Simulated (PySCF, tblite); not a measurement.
# GeHCl: diradical character, part 2 of 3

tblite 0.8.0 and PySCF 2.14.0. Atoms count from 0. The steps go on from the part before.

## 10. Diradical character: wB97X/ANO-RCC-MB, X2C in dimethylsulfoxide, geometry of multiplicity 3

Job settings and geometry (Å):

```
{"job": {"kind": "bs", "xc": "wB97X", "basis": "ANO-RCC-MB", "rks": true, "grid": 1, "x2c": true, "solvent": "dimethylsulfoxide"}, "charge": 0, "high_spin_multiplicity": 3}
Ge    -0.284347     0.620766    -0.006009
Cl     1.726970    -0.178059    -0.019872
H     -1.419660    -0.447781     0.000774
```

Level: wB97X/ANO-RCC-MB high-spin, broken-symmetry and restricted single points, scalar X2C, IEF-PCM dimethylsulfoxide.

Output:

```text
high-spin state, multiplicity 3
final grid: 16208 points
cycle   1  E = -2560.9787746865  dE =  5.801e-02  |g| = 8.094e-02  |ddm| = 1.602e+00
cycle   2  E = -2560.9914146589  dE = -1.264e-02  |g| = 1.697e-02  |ddm| = 2.954e-01
cycle   3  E = -2560.9919084857  dE = -4.938e-04  |g| = 5.545e-03  |ddm| = 4.311e-02
cycle   4  E = -2560.9920167787  dE = -1.083e-04  |g| = 2.060e-03  |ddm| = 2.660e-02
cycle   5  E = -2560.9920383436  dE = -2.156e-05  |g| = 7.625e-04  |ddm| = 1.400e-02
cycle   6  E = -2560.9920413954  dE = -3.052e-06  |g| = 1.554e-04  |ddm| = 6.432e-03
cycle   7  E = -2560.9920414847  dE = -8.930e-08  |g| = 3.765e-05  |ddm| = 1.079e-03
cycle   8  E = -2560.9920414906  dE = -5.879e-09  |g| = 7.923e-06  |ddm| = 2.837e-04
converged SCF energy = -2560.9920414906

broken-symmetry state, M_S = 0, start: spins of the second site flipped
final grid: 16208 points
cycle   1  E = -2561.0139994126  dE = -3.124e-02  |g| = 5.061e-02  |ddm| = 4.330e-01
cycle   2  E = -2561.0289303933  dE = -1.493e-02  |g| = 3.658e-02  |ddm| = 2.894e-01
cycle   3  E = -2561.0463975519  dE = -1.747e-02  |g| = 1.445e-02  |ddm| = 6.221e-01
cycle   4  E = -2561.0476939868  dE = -1.296e-03  |g| = 1.136e-02  |ddm| = 9.586e-02
cycle   5  E = -2561.0496737259  dE = -1.980e-03  |g| = 5.261e-03  |ddm| = 2.366e-01
cycle   6  E = -2561.0501277160  dE = -4.540e-04  |g| = 1.320e-03  |ddm| = 1.460e-01
cycle   7  E = -2561.0501467276  dE = -1.901e-05  |g| = 5.982e-04  |ddm| = 2.059e-02
cycle   8  E = -2561.0501532188  dE = -6.491e-06  |g| = 1.455e-04  |ddm| = 1.794e-02
cycle   9  E = -2561.0501535112  dE = -2.924e-07  |g| = 3.324e-05  |ddm| = 3.578e-03
cycle  10  E = -2561.0501535286  dE = -1.737e-08  |g| = 9.336e-06  |ddm| = 8.640e-04
cycle  11  E = -2561.0501535300  dE = -1.358e-09  |g| = 2.113e-06  |ddm| = 2.714e-04
converged SCF energy = -2561.0501535300

<S^2> high spin = 2.0032, broken symmetry = 0.0000
E(HS) - E(BS) = 12754.12 cm-1
J_noodleman = -12754.12 cm-1
J_unprojected = -6377.06 cm-1
J_yamaguchi = -6366.84 cm-1

restricted closed-shell singlet
final grid: 16208 points
cycle   1  E = -2561.0500786958  dE = -1.629e-03  |g| = 8.063e-03  |ddm| = 1.227e-01
cycle   2  E = -2561.0501418778  dE = -6.318e-05  |g| = 2.539e-03  |ddm| = 2.476e-02
cycle   3  E = -2561.0501524707  dE = -1.059e-05  |g| = 7.490e-04  |ddm| = 1.113e-02
cycle   4  E = -2561.0501534756  dE = -1.005e-06  |g| = 1.648e-04  |ddm| = 3.991e-03
cycle   5  E = -2561.0501535282  dE = -5.264e-08  |g| = 2.954e-05  |ddm| = 1.018e-03
cycle   6  E = -2561.0501535300  dE = -1.729e-09  |g| = 5.226e-06  |ddm| = 2.155e-04
converged SCF energy = -2561.0501535300
```

It took 1.4 s on 1 thread of Arm Neoverse V2, shared host; peak memory 0.34 GiB.

The broken-symmetry state collapsed to a closed shell, so its J has no meaning.

In short:

```
                   quantity           value
closed shell less high spin  -36.5 kcal/mol
```

## 11. Diradical character: HF/def2-TZVP, grid 4, other SCF options, geometry of multiplicity 3

Job settings and geometry (Å):

```
{"job": {"kind": "bs", "xc": "HF", "basis": "def2-TZVP", "rks": true, "grid": 4, "scf": {"guess": "1e", "max_cycle": 51}}, "charge": 0, "high_spin_multiplicity": 3}
Ge    -0.284347     0.620766    -0.006009
Cl     1.726970    -0.178059    -0.019872
H     -1.419660    -0.447781     0.000774
```

Method: HF/def2-TZVP high-spin, broken-symmetry and restricted single points, gas phase.

Output:

```text
high-spin state, multiplicity 3
final grid: 74584 points
cycle   1  E = -2266.4899275697  dE =  1.811e+02  |g| = 1.498e+01  |ddm| = 6.065e+01
cycle   2  E = -2291.7383477147  dE = -2.525e+01  |g| = 1.044e+01  |ddm| = 6.181e+01
cycle   3  E = -2382.9344419523  dE = -9.120e+01  |g| = 1.668e+01  |ddm| = 3.181e+01
cycle   4  E = -2514.3365163679  dE = -1.314e+02  |g| = 8.922e+00  |ddm| = 1.088e+01
cycle   5  E = -2527.9884956580  dE = -1.365e+01  |g| = 6.028e+00  |ddm| = 3.641e+00
cycle   6  E = -2532.0425464472  dE = -4.054e+00  |g| = 3.298e+00  |ddm| = 1.654e+00
cycle   7  E = -2535.3605167905  dE = -3.318e+00  |g| = 3.672e-01  |ddm| = 2.227e+00
cycle   8  E = -2535.4226442040  dE = -6.213e-02  |g| = 1.428e-01  |ddm| = 3.758e-01
cycle   9  E = -2535.4362472269  dE = -1.360e-02  |g| = 3.333e-02  |ddm| = 1.728e-01
cycle  10  E = -2535.4381820129  dE = -1.935e-03  |g| = 1.432e-02  |ddm| = 7.748e-02
cycle  11  E = -2535.4385933642  dE = -4.114e-04  |g| = 7.159e-03  |ddm| = 3.491e-02
cycle  12  E = -2535.4387219223  dE = -1.286e-04  |g| = 4.165e-03  |ddm| = 1.983e-02
cycle  13  E = -2535.4387915990  dE = -6.968e-05  |g| = 1.515e-03  |ddm| = 2.068e-02
cycle  14  E = -2535.4388015242  dE = -9.925e-06  |g| = 4.867e-04  |ddm| = 8.726e-03
cycle  15  E = -2535.4388022782  dE = -7.540e-07  |g| = 2.392e-04  |ddm| = 1.804e-03
cycle  16  E = -2535.4388023838  dE = -1.056e-07  |g| = 1.031e-04  |ddm| = 5.575e-04
cycle  17  E = -2535.4388024083  dE = -2.447e-08  |g| = 2.996e-05  |ddm| = 2.967e-04
cycle  18  E = -2535.4388024104  dE = -2.130e-09  |g| = 1.127e-05  |ddm| = 7.487e-05
converged SCF energy = -2535.4388024104

broken-symmetry state, M_S = 0, start: spins of the second site flipped
final grid: 74584 points
cycle   1  E = -2535.4473677296  dE = -3.247e-02  |g| = 5.696e-02  |ddm| = 2.715e-01
cycle   2  E = -2535.4578682953  dE = -1.050e-02  |g| = 3.429e-02  |ddm| = 1.469e-01
cycle   3  E = -2535.4646377751  dE = -6.769e-03  |g| = 1.788e-02  |ddm| = 1.739e-01
cycle   4  E = -2535.4665261983  dE = -1.888e-03  |g| = 9.984e-03  |ddm| = 9.652e-02
cycle   5  E = -2535.4672857278  dE = -7.595e-04  |g| = 4.498e-03  |ddm| = 8.379e-02
cycle   6  E = -2535.4674094841  dE = -1.238e-04  |g| = 2.362e-03  |ddm| = 3.285e-02
cycle   7  E = -2535.4674441191  dE = -3.463e-05  |g| = 1.083e-03  |ddm| = 1.967e-02
cycle   8  E = -2535.4674521340  dE = -8.015e-06  |g| = 3.485e-04  |ddm| = 1.340e-02
cycle   9  E = -2535.4674524011  dE = -2.671e-07  |g| = 1.593e-04  |ddm| = 9.906e-04
cycle  10  E = -2535.4674524668  dE = -6.575e-08  |g| = 6.320e-05  |ddm| = 6.132e-04
cycle  11  E = -2535.4674524822  dE = -1.532e-08  |g| = 2.365e-05  |ddm| = 3.090e-04
cycle  12  E = -2535.4674524838  dE = -1.654e-09  |g| = 9.137e-06  |ddm| = 1.698e-04
converged SCF energy = -2535.4674524838

<S^2> high spin = 2.0092, broken symmetry = 0.3294
E(HS) - E(BS) = 6287.96 cm-1
J_noodleman = -6287.96 cm-1
J_unprojected = -3143.98 cm-1
J_yamaguchi = -3743.37 cm-1

restricted closed-shell singlet
final grid: 74584 points
cycle   1  E = -2292.6991220634  dE =  1.554e+02  |g| = 2.290e+01  |ddm| = 4.874e+01
cycle   2  E = -2260.4077512385  dE =  3.229e+01  |g| = 1.378e+01  |ddm| = 5.458e+01
cycle   3  E = -2307.1253910128  dE = -4.672e+01  |g| = 3.378e+01  |ddm| = 4.933e+01
cycle   4  E = -2371.9704456838  dE = -6.485e+01  |g| = 2.573e+01  |ddm| = 6.113e+00
cycle   5  E = -2380.5492967460  dE = -8.579e+00  |g| = 2.407e+01  |ddm| = 3.639e+00
cycle   6  E = -2385.5565095152  dE = -5.007e+00  |g| = 2.318e+01  |ddm| = 2.417e+00
cycle   7  E = -2388.7273803724  dE = -3.171e+00  |g| = 2.272e+01  |ddm| = 1.506e+00
cycle   8  E = -2389.8220799881  dE = -1.095e+00  |g| = 2.253e+01  |ddm| = 8.369e-01
cycle   9  E = -2389.9260078643  dE = -1.039e-01  |g| = 2.252e+01  |ddm| = 1.578e-01
cycle  10  E = -2227.5116107434  dE =  1.624e+02  |g| = 2.647e+01  |ddm| = 1.140e+01
cycle  11  E = -2271.4675661277  dE = -4.396e+01  |g| = 1.707e+01  |ddm| = 3.881e+01
cycle  12  E = -2397.9573201091  dE = -1.265e+02  |g| = 2.132e+01  |ddm| = 3.427e+01
cycle  13  E = -2514.9454850518  dE = -1.170e+02  |g| = 1.269e+01  |ddm| = 9.580e+00
cycle  14  E = -2433.3769027714  dE =  8.157e+01  |g| = 1.824e+01  |ddm| = 2.038e+01
cycle  15  E = -2528.6119394113  dE = -9.524e+01  |g| = 7.644e+00  |ddm| = 1.944e+01
cycle  16  E = -2531.2959669909  dE = -2.684e+00  |g| = 5.296e+00  |ddm| = 2.996e+00
cycle  17  E = -2533.7385891102  dE = -2.443e+00  |g| = 1.970e+00  |ddm| = 5.049e+00
cycle  18  E = -2535.2780562475  dE = -1.539e+00  |g| = 7.453e-01  |ddm| = 2.562e+00
cycle  19  E = -2535.4493863287  dE = -1.713e-01  |g| = 1.718e-01  |ddm| = 1.013e+00
cycle  20  E = -2535.4643607759  dE = -1.497e-02  |g| = 3.144e-02  |ddm| = 4.031e-01
cycle  21  E = -2535.4650599271  dE = -6.992e-04  |g| = 1.189e-02  |ddm| = 8.230e-02
cycle  22  E = -2535.4651760704  dE = -1.161e-04  |g| = 4.318e-03  |ddm| = 2.879e-02
cycle  23  E = -2535.4652030397  dE = -2.697e-05  |g| = 1.496e-03  |ddm| = 1.615e-02
cycle  24  E = -2535.4652060338  dE = -2.994e-06  |g| = 4.641e-04  |ddm| = 5.682e-03
cycle  25  E = -2535.4652062263  dE = -1.925e-07  |g| = 8.658e-05  |ddm| = 1.395e-03
cycle  26  E = -2535.4652062319  dE = -5.592e-09  |g| = 2.213e-05  |ddm| = 2.034e-04
converged SCF energy = -2535.4652062319
```

It took 2.2 s on 1 thread of Arm Neoverse V2, shared host; peak memory 0.34 GiB.

J and the spin gap of this run are not to be taken as properties: the broken-symmetry state has ⟨S²⟩ 0.33 where antiparallel sites give about 1.0, so the electrons meant to stay apart are largely paired.

In short:

```
                   quantity           value
closed shell less high spin  -16.6 kcal/mol
```

## 12. Diradical character: CASSCF and SC-NEVPT2/def2-TZVP (2,2), geometry of multiplicity 1

Job settings and geometry (Å):

```
{"job": {"kind": "cas", "basis": "def2-TZVP", "active": "magnetic"}, "charge": 0, "high_spin_multiplicity": 3}
Ge    -0.341516     0.797214    -0.004602
Cl     1.582306    -0.255980    -0.021642
H     -1.217828    -0.546308     0.001137
```

Level: CASSCF and SC-NEVPT2/def2-TZVP spin states, gas phase.

Output:

```text
start orbitals: natural orbitals of the high-spin HF determinant (converged)
active space: 2 electrons in 2 orbitals, 24 closed; orbitals optimised for multiplicities 3 1
macro   0  E = -2535.4517552378  dE =  0.000e+00  |g| = 1.237e-01
macro   1  E = -2535.4539108911  dE = -2.156e-03  |g| = 3.323e-02
macro   2  E = -2535.4543010147  dE = -3.901e-04  |g| = 2.046e-02
macro   3  E = -2535.4543758520  dE = -7.484e-05  |g| = 1.292e-02
macro   4  E = -2535.4543963444  dE = -2.049e-05  |g| = 6.259e-03
macro   5  E = -2535.4543990853  dE = -2.741e-06  |g| = 1.924e-03
macro   6  E = -2535.4543994913  dE = -4.060e-07  |g| = 5.672e-04
macro   7  E = -2535.4543995525  dE = -6.118e-08  |g| = 1.719e-04
CASSCF converged, mean energy = -2535.4543995525
2S+1 = 3  root 0  E(CAS) = -2535.42309131  E(NEVPT2) = -2535.81740094  occupations 1.000 1.000
2S+1 = 1  root 0  E(CAS) = -2535.48570780  E(NEVPT2) = -2535.88788139  occupations 1.934 0.066
2S+1 = 1  root 1  E(CAS) = -2535.31577484  E(NEVPT2) = -2535.77019937  occupations 1.000 1.000
2S+1 = 1  root 2  E(CAS) = -2535.18583777  E(NEVPT2) = -2535.63309655  occupations 1.934 0.066
D(spin-spin) = -0.1928 cm-1, E/D = 0.192
D(spin-orbit) = -1.6408 cm-1, D(total) = -1.4906 cm-1, E/D = 0.053
```

Run time: 2.5 s. Hardware: 1 thread of Arm Neoverse V2, shared host; peak memory 0.34 GiB.

From this job:

```
                   quantity           value
low less high spin (NEVPT2)  -44.2 kcal/mol
         diradical index y0            0.07
               zero-field D     -1.491 cm⁻¹
```

## 13. Diradical character: CASSCF and SC-NEVPT2/def2-TZVP (2,2), geometry of multiplicity 1

Job settings and geometry (Å):

```
{"job": {"kind": "cas", "basis": "def2-TZVP", "active": "natural", "max": 8, "thr": 0.006, "orbitals": "high"}, "charge": 0, "high_spin_multiplicity": 3}
Ge    -0.341516     0.797214    -0.004602
Cl     1.582306    -0.255980    -0.021642
H     -1.217828    -0.546308     0.001137
```

With the program's defaults for keys left out, this is: CASSCF and SC-NEVPT2/def2-TZVP spin states, gas phase.

Output:

```text
start orbitals: natural orbitals of the high-spin HF determinant (converged)
active space: 2 electrons in 2 orbitals, 24 closed; orbitals optimised for multiplicities 3
macro   0  E = -2535.4250385377  dE =  0.000e+00  |g| = 2.272e-02
macro   1  E = -2535.4252656359  dE = -2.271e-04  |g| = 1.220e-02
macro   2  E = -2535.4254266264  dE = -1.610e-04  |g| = 8.711e-03
macro   3  E = -2535.4254455216  dE = -1.890e-05  |g| = 4.927e-03
macro   4  E = -2535.4254507131  dE = -5.192e-06  |g| = 3.291e-03
macro   5  E = -2535.4254511515  dE = -4.383e-07  |g| = 1.455e-03
macro   6  E = -2535.4254512543  dE = -1.028e-07  |g| = 3.389e-04
macro   7  E = -2535.4254512715  dE = -1.718e-08  |g| = 8.639e-05
CASSCF converged, mean energy = -2535.4254512715
2S+1 = 3  root 0  E(CAS) = -2535.42545127  E(NEVPT2) = -2535.81960096  occupations 1.000 1.000
2S+1 = 1  root 0  E(CAS) = -2535.47797882  E(NEVPT2) = -2535.88587444  occupations 1.940 0.060
2S+1 = 1  root 1  E(CAS) = -2535.32942888  E(NEVPT2) = -2535.77355902  occupations 1.000 1.000
2S+1 = 1  root 2  E(CAS) = -2535.19758265  E(NEVPT2) = -2535.63760623  occupations 1.940 0.060
D(spin-spin) = -0.1782 cm-1, E/D = 0.249
D(spin-orbit) = -2.5853 cm-1, D(total) = -2.4317 cm-1, E/D = 0.028
```

Run time: 1.7 s. Hardware: 1 thread of Arm Neoverse V2, shared host; peak memory 0.34 GiB.

J and the spin gap of this run are not to be taken as properties: the orbitals were optimised for multiplicity 3 alone, so the other state lies too high.

## 14. Diradical character: HF/def2-TZVP, geometry of multiplicity 1

Job settings and geometry (Å):

```
{"job": {"kind": "bs", "xc": "HF", "basis": "def2-TZVP", "rks": true, "grid": 1}, "charge": 0, "high_spin_multiplicity": 3}
Ge    -0.341516     0.797214    -0.004602
Cl     1.582306    -0.255980    -0.021642
H     -1.217828    -0.546308     0.001137
```

Method: HF/def2-TZVP high-spin, broken-symmetry and restricted single points, gas phase.

Output:

```text
high-spin state, multiplicity 3
final grid: 30160 points
cycle   1  E = -2535.3706983914  dE = -6.993e-01  |g| = 2.955e-01  |ddm| = 1.186e+00
cycle   2  E = -2535.4133502112  dE = -4.265e-02  |g| = 2.096e-01  |ddm| = 4.339e-01
cycle   3  E = -2535.4253830473  dE = -1.203e-02  |g| = 3.758e-02  |ddm| = 1.191e-01
cycle   4  E = -2535.4280659248  dE = -2.683e-03  |g| = 1.757e-02  |ddm| = 8.764e-02
cycle   5  E = -2535.4287743963  dE = -7.085e-04  |g| = 8.484e-03  |ddm| = 4.469e-02
cycle   6  E = -2535.4289872139  dE = -2.128e-04  |g| = 5.142e-03  |ddm| = 2.212e-02
cycle   7  E = -2535.4291038575  dE = -1.166e-04  |g| = 3.055e-03  |ddm| = 1.910e-02
cycle   8  E = -2535.4291546729  dE = -5.082e-05  |g| = 1.414e-03  |ddm| = 1.643e-02
cycle   9  E = -2535.4291650202  dE = -1.035e-05  |g| = 5.266e-04  |ddm| = 8.843e-03
cycle  10  E = -2535.4291661587  dE = -1.138e-06  |g| = 2.287e-04  |ddm| = 2.872e-03
cycle  11  E = -2535.4291663392  dE = -1.805e-07  |g| = 1.044e-04  |ddm| = 1.018e-03
cycle  12  E = -2535.4291663780  dE = -3.881e-08  |g| = 4.509e-05  |ddm| = 3.896e-04
cycle  13  E = -2535.4291663853  dE = -7.372e-09  |g| = 1.874e-05  |ddm| = 1.623e-04
converged SCF energy = -2535.4291663853

broken-symmetry state, M_S = 0, start: spins of the second site flipped
final grid: 16208 points
cycle   1  E = -2535.4491034336  dE = -4.342e-02  |g| = 6.470e-02  |ddm| = 2.958e-01
cycle   2  E = -2535.4631065902  dE = -1.400e-02  |g| = 3.995e-02  |ddm| = 1.608e-01
cycle   3  E = -2535.4724624114  dE = -9.356e-03  |g| = 2.181e-02  |ddm| = 1.952e-01
cycle   4  E = -2535.4754607639  dE = -2.998e-03  |g| = 1.241e-02  |ddm| = 1.214e-01
cycle   5  E = -2535.4767367725  dE = -1.276e-03  |g| = 6.692e-03  |ddm| = 1.037e-01
cycle   6  E = -2535.4770918073  dE = -3.550e-04  |g| = 4.071e-03  |ddm| = 5.459e-02
cycle   7  E = -2535.4772663761  dE = -1.746e-04  |g| = 2.483e-03  |ddm| = 4.469e-02
cycle   8  E = -2535.4773789135  dE = -1.125e-04  |g| = 9.847e-04  |ddm| = 5.848e-02
cycle   9  E = -2535.4773979289  dE = -1.902e-05  |g| = 4.803e-04  |ddm| = 2.483e-02
cycle  10  E = -2535.4774032949  dE = -5.366e-06  |g| = 2.049e-04  |ddm| = 1.578e-02
cycle  11  E = -2535.4774043760  dE = -1.081e-06  |g| = 7.825e-05  |ddm| = 7.970e-03
cycle  12  E = -2535.4774045213  dE = -1.454e-07  |g| = 3.167e-05  |ddm| = 2.688e-03
cycle  13  E = -2535.4774045417  dE = -2.032e-08  |g| = 1.922e-05  |ddm| = 6.617e-04
cycle  14  E = -2535.4774045511  dE = -9.465e-09  |g| = 1.323e-05  |ddm| = 4.208e-04
converged SCF energy = -2535.4774045511

<S^2> high spin = 2.0141, broken symmetry = 0.0626
E(HS) - E(BS) = 10587.05 cm-1
J_noodleman = -10587.05 cm-1
J_unprojected = -5293.53 cm-1
J_yamaguchi = -5425.10 cm-1

restricted closed-shell singlet
final grid: 16208 points
cycle   1  E = -2535.4766833363  dE = -6.096e-03  |g| = 3.016e-02  |ddm| = 2.032e-01
cycle   2  E = -2535.4772031322  dE = -5.198e-04  |g| = 1.396e-02  |ddm| = 4.816e-02
cycle   3  E = -2535.4772967816  dE = -9.365e-05  |g| = 6.958e-03  |ddm| = 1.595e-02
cycle   4  E = -2535.4773320689  dE = -3.529e-05  |g| = 1.765e-03  |ddm| = 1.254e-02
cycle   5  E = -2535.4773352344  dE = -3.165e-06  |g| = 5.875e-04  |ddm| = 3.653e-03
cycle   6  E = -2535.4773355516  dE = -3.172e-07  |g| = 1.423e-04  |ddm| = 1.276e-03
cycle   7  E = -2535.4773355742  dE = -2.259e-08  |g| = 4.191e-05  |ddm| = 3.814e-04
cycle   8  E = -2535.4773355759  dE = -1.654e-09  |g| = 1.537e-05  |ddm| = 1.146e-04
converged SCF energy = -2535.4773355759
```

Run time: 1.2 s. Hardware: 1 thread of Arm Neoverse V2, shared host; peak memory 0.34 GiB.

J and the spin gap of this run are not to be taken as properties: the broken-symmetry state has ⟨S²⟩ 0.06 where antiparallel sites give about 1.0, so the electrons meant to stay apart are largely paired.

From this job:

```
                   quantity           value
closed shell less high spin  -30.2 kcal/mol
```

## 15. Diradical character: wB97X/def2-TZVP, geometry of multiplicity 1

Job settings and geometry (Å):

```
{"job": {"kind": "bs", "xc": "wB97X", "basis": "def2-TZVP", "rks": true, "grid": 1}, "charge": 0, "high_spin_multiplicity": 3}
Ge    -0.341516     0.797214    -0.004602
Cl     1.582306    -0.255980    -0.021642
H     -1.217828    -0.546308     0.001137
```

Level: wB97X/def2-TZVP high-spin, broken-symmetry and restricted single points, gas phase.

Output:

```text
high-spin state, multiplicity 3
final grid: 16208 points
cycle   1  E = -2537.7864786985  dE = -2.221e-02  |g| = 1.283e-01  |ddm| = 1.921e-01
cycle   2  E = -2537.7881437301  dE = -1.665e-03  |g| = 1.155e-01  |ddm| = 1.020e-01
cycle   3  E = -2537.7899584220  dE = -1.815e-03  |g| = 1.149e-02  |ddm| = 4.240e-02
cycle   4  E = -2537.7902925317  dE = -3.341e-04  |g| = 6.264e-03  |ddm| = 3.111e-02
cycle   5  E = -2537.7903886922  dE = -9.616e-05  |g| = 2.856e-03  |ddm| = 1.641e-02
cycle   6  E = -2537.7904265869  dE = -3.789e-05  |g| = 1.211e-03  |ddm| = 1.325e-02
cycle   7  E = -2537.7904330661  dE = -6.479e-06  |g| = 5.731e-04  |ddm| = 5.254e-03
cycle   8  E = -2537.7904344236  dE = -1.358e-06  |g| = 1.998e-04  |ddm| = 2.539e-03
cycle   9  E = -2537.7904346002  dE = -1.766e-07  |g| = 7.136e-05  |ddm| = 9.355e-04
cycle  10  E = -2537.7904346187  dE = -1.858e-08  |g| = 3.148e-05  |ddm| = 2.448e-04
cycle  11  E = -2537.7904346226  dE = -3.819e-09  |g| = 1.157e-05  |ddm| = 1.325e-04
converged SCF energy = -2537.7904346226

broken-symmetry state, M_S = 0, start: spins of the second site flipped
final grid: 16208 points
cycle   1  E = -2537.8264788069  dE = -4.573e-02  |g| = 6.566e-02  |ddm| = 3.379e-01
cycle   2  E = -2537.8456121399  dE = -1.913e-02  |g| = 4.438e-02  |ddm| = 2.100e-01
cycle   3  E = -2537.8579001352  dE = -1.229e-02  |g| = 3.548e-02  |ddm| = 2.043e-01
cycle   4  E = -2537.8637730751  dE = -5.873e-03  |g| = 1.995e-02  |ddm| = 1.549e-01
cycle   5  E = -2537.8666734531  dE = -2.900e-03  |g| = 1.233e-02  |ddm| = 1.237e-01
cycle   6  E = -2537.8682062569  dE = -1.533e-03  |g| = 5.784e-03  |ddm| = 1.334e-01
cycle   7  E = -2537.8683903451  dE = -1.841e-04  |g| = 2.559e-03  |ddm| = 4.197e-02
cycle   8  E = -2537.8684289031  dE = -3.856e-05  |g| = 7.735e-04  |ddm| = 2.431e-02
cycle   9  E = -2537.8684304601  dE = -1.557e-06  |g| = 3.713e-04  |ddm| = 2.893e-03
cycle  10  E = -2537.8684309584  dE = -4.983e-07  |g| = 1.213e-04  |ddm| = 1.911e-03
cycle  11  E = -2537.8684310054  dE = -4.697e-08  |g| = 4.060e-05  |ddm| = 5.755e-04
cycle  12  E = -2537.8684310114  dE = -5.939e-09  |g| = 1.317e-05  |ddm| = 1.357e-04
converged SCF energy = -2537.8684310114

<S^2> high spin = 2.0076, broken symmetry = 0.0000
E(HS) - E(BS) = 17118.23 cm-1
J_noodleman = -17118.23 cm-1
J_unprojected = -8559.11 cm-1
J_yamaguchi = -8526.85 cm-1

restricted closed-shell singlet
final grid: 16208 points
cycle   1  E = -2537.8679574945  dE = -5.633e-03  |g| = 4.128e-02  |ddm| = 2.122e-01
cycle   2  E = -2537.8682389847  dE = -2.815e-04  |g| = 3.398e-02  |ddm| = 6.160e-02
cycle   3  E = -2537.8684155615  dE = -1.766e-04  |g| = 5.914e-03  |ddm| = 2.291e-02
cycle   4  E = -2537.8684268045  dE = -1.124e-05  |g| = 2.667e-03  |ddm| = 7.070e-03
cycle   5  E = -2537.8684305655  dE = -3.761e-06  |g| = 6.321e-04  |ddm| = 4.684e-03
cycle   6  E = -2537.8684309705  dE = -4.050e-07  |g| = 1.935e-04  |ddm| = 1.515e-03
cycle   7  E = -2537.8684310079  dE = -3.745e-08  |g| = 6.943e-05  |ddm| = 4.920e-04
cycle   8  E = -2537.8684310120  dE = -4.023e-09  |g| = 1.544e-05  |ddm| = 1.678e-04
converged SCF energy = -2537.8684310120
```

Wall time 4 s (1 thread of Arm Neoverse V2, shared host); peak memory 0.34 GiB.

The broken-symmetry state collapsed to a closed shell, so its J has no meaning.

In short:

```
                   quantity           value
closed shell less high spin  -48.9 kcal/mol
```

[end of part 2 of 3]
